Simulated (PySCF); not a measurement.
# Changing the system itself: SnP

Aim: change spin, charge, geometry, field or solvent of SnP, one at a time, and compare with the base run.

Method: method and basis as typed in the scripts; program: PySCF 2.14.0.

9 further runs of the same task are left out: 9 that didn't finish.

**1. The starting structure**

SnP: 2 atoms, charge 0, spin multiplicity 2.

Bond lengths: Sn1–P2 2.536 Å.

**2. The run that the others are compared with**

input.py

```python
from pyscf import gto, scf, mcscf, mrpt

mol = gto.M(
    atom='Sn 0 0 0; P 0 0 2.536',
    basis='def2-svp',
    ecp={'Sn': 'def2-svp'},
    charge=0,
    spin=1,
    symmetry=True,
    verbose=4,
)
mf = scf.ROHF(mol)
mf = mf.newton()
mf.kernel()
mc = mcscf.CASSCF(mf, 8, 9)
mc.kernel()
mc.analyze()
mrpt.NEVPT(mc).kernel()
mf.dip_moment()
print('orbital energies (hartree):', mf.mo_energy[..., max(0, mol.nelec[1]-3):mol.nelec[0]+3].round(4))
```

Started as:

```bash
$ OMP_NUM_THREADS=1 python input.py
```

Its log is not repeated here.

Base result: E(SCF) = -553.890417 Eh, 5 macro-iterations, E(CAS) − E(SCF) = -0.10660 Eh, NEVPT2 = -0.14743 Eh, μ = 3.63 D (of the SCF density).

The bond length is a typed value, not an optimised one.

**3. Electric field -0.01 a.u.**

Edit 1 changes electric field: none → -0.01 a.u.; point-group symmetry: on → off.

input.py

```python
from pyscf import gto, scf, mcscf, mrpt

mol = gto.M(
    atom='Sn 0 0 0; P 0 0 2.536',
    basis='def2-svp',
    ecp={'Sn': 'def2-svp'},
    charge=0,
    spin=1,
    verbose=4,
)
mf = scf.ROHF(mol)
field = -0.01  # electric field along z, atomic units
h = mf.get_hcore() + field*mol.intor('int1e_r')[2]
mf.get_hcore = lambda *args: h
e_nuc = mol.energy_nuc() - field*mol.atom_charges() @ mol.atom_coords()[:, 2]
mf.energy_nuc = lambda *args: e_nuc
mf = mf.newton()
mf.kernel()
mc = mcscf.CASSCF(mf, 8, 9)
mc.kernel()
mc.analyze()
mrpt.NEVPT(mc).kernel()
mf.dip_moment()
print('orbital energies (hartree):', mf.mo_energy[..., max(0, mol.nelec[1]-3):mol.nelec[0]+3].round(4))
```

Started as:

```bash
$ OMP_NUM_THREADS=1 python input.py
```

**4. Bond 2.714 Å**

Edit 2 changes bond length: 2.536 Å → 2.714 Å.

input.py: that of step 2 with these lines changed.

```diff
@@ -3,3 +3,3 @@
 mol = gto.M(
-    atom='Sn 0 0 0; P 0 0 2.536',
+    atom='Sn 0 0 0; P 0 0 2.714',
     basis='def2-svp',
```

**5. Bond 2.612 Å**

Edit 3 changes bond length: 2.536 Å → 2.612 Å.

input.py: that of step 2 with these lines changed.

```diff
@@ -3,3 +3,3 @@
 mol = gto.M(
-    atom='Sn 0 0 0; P 0 0 2.536',
+    atom='Sn 0 0 0; P 0 0 2.612',
     basis='def2-svp',
```

**6. Charge +1 (singlet)**

Edit 4 changes charge: 0 → 1; spin (2S): 1 → 0; active space: 9 electrons in 8 orbitals → 6 electrons in 6 orbitals.

input.py: that of step 2 with these lines changed.

```diff
@@ -6,4 +6,4 @@
     ecp={'Sn': 'def2-svp'},
-    charge=0,
-    spin=1,
+    charge=1,
+    spin=0,
     symmetry=True,
@@ -14,3 +14,3 @@
 mf.kernel()
-mc = mcscf.CASSCF(mf, 8, 9)
+mc = mcscf.CASSCF(mf, 6, 6)
 mc.kernel()
```

**7. Sextet**

Edit 5 changes spin (2S): 1 → 5; active space: 9 electrons in 8 orbitals → 5 electrons in 6 orbitals.

input.py: that of step 2 with these lines changed.

```diff
@@ -7,3 +7,3 @@
     charge=0,
-    spin=1,
+    spin=5,
     symmetry=True,
@@ -14,3 +14,3 @@
 mf.kernel()
-mc = mcscf.CASSCF(mf, 8, 9)
+mc = mcscf.CASSCF(mf, 6, 5)
 mc.kernel()
```

**8. Lengths in bohr**

Edit 6 changes length unit: angstrom → bohr; bond length: 2.536 Å → 2.536 bohr.

input.py: that of step 2 with these lines changed.

```diff
@@ -8,2 +8,3 @@
     spin=1,
+    unit='bohr',
     symmetry=True,
```

What does the calculation give? Wanted: for each run, E(SCF); from base; SCF dipole; after the SCF.

The runs gave:

| run | E(SCF) (hartree) | from base (eV) | cycles | SCF dipole (D) | after the SCF |
| --- | --- | --- | --- | --- | --- |
| base | -553.890417 | 0 | 5 macro | 3.63 | NEVPT2 correlation -6.913 eV (from the SCF energy, the CASSCF gain included) |
| electric field -0.01 a.u. | -553.949836 | -1.6169 | 5 macro | 5.97 | NEVPT2 correlation -5.966 eV (from the SCF energy, the CASSCF gain included) |
| bond 2.714 Å | -553.864167 | +0.7143 | 6 macro | 4.10 | NEVPT2 correlation -7.183 eV (from the SCF energy, the CASSCF gain included) |
| bond 2.612 Å | -553.879713 | +0.2913 | 7 macro | 3.83 | NEVPT2 correlation -7.020 eV (from the SCF energy, the CASSCF gain included) |
| charge +1 (singlet) | -553.566455 | +8.8155 | 5 macro | n/a | NEVPT2 correlation -7.159 eV (from the SCF energy, the CASSCF gain included) |
| sextet | -553.901074 | -0.2900 | 5 macro | 1.42 | NEVPT2 correlation -4.518 eV (from the SCF energy, the CASSCF gain included) |
| lengths in bohr (poor choice) | -552.675542 | not comparable | 3 macro | 0.82 | NEVPT2 correlation -6.028 eV (from the SCF energy, the CASSCF gain included) |

In words: The largest comparable shift of the SCF energy, -1.617 eV, comes with the run “electric field -0.01 a.u.”. At the SCF level, going to the singlet with one electron fewer costs 8.82 eV at fixed geometry. The sextet solution found lies 0.29 eV below the base doublet at this geometry and level, so the base is not the lowest spin state. Rows marked «poor choice» come from settings spoiled on purpose.
